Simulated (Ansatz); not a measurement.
HfIn4SiO6:

```xyz
12
Lattice="5.6987 0.0038 0.0156 -0.7051 6.1082 -0.0057 -2.7372 -1.3956 6.6308" Properties=species:S:1:pos:R:3 pbc="T T T"
Hf    0.2972   -0.0900    0.8831
In   -0.4860    5.0863    4.8335
In    2.9601   -0.6377    3.2997
In   -0.4663    2.2403    3.5350
In    2.4974    2.6606    1.3677
Si    2.2933    1.4988    5.6832
O     0.7088    1.2617    5.2639
O     3.2588    1.4387    4.3619
O     5.4139    1.6003    0.0368
O     2.4594    2.8937    6.5395
O    -0.6297   -0.1526    2.6118
O     2.1007    0.3624    1.4524
```

The cell was built by a generator and needn't be a form met in nature.

Base run:

```yaml
Program: Ansatz 0.2.0
Functional: PBE
Potentials_or_basis: Ansatz PAW
Cutoff: "420 eV (not typed: the program's choice for these potentials)"
k_mesh: 5 × 5 × 4
Occupations: fermi-dirac, width 0.05 eV
Spin: no spin polarisation
Hubbard_terms: Hf d U = 6 eV
```

Its results: band gap on the k mesh 0.84 eV, indirect (least direct gap 1.20 eV); pressure 1.1 GPa; largest force 0.793 eV/Å.

**Question.** The run is repeated on the same cell with these changes: hubbard terms from Hf d U = 6 eV to none; hubbard projectors from ortho-atomic (the default) to none. What comes out?

**Answer.** Band gap on the k mesh 0.89 eV, indirect (least direct gap 1.17 eV); pressure 0.0 GPa; largest force 0.006 eV/Å.

Caveats: odd divisions of the mesh miss points on the zone boundary, where band edges often lie, so the gap on the mesh can be too wide; spin-orbit coupling is left out, which moves the levels of the heavy elements.

A k mesh can miss the band edges.
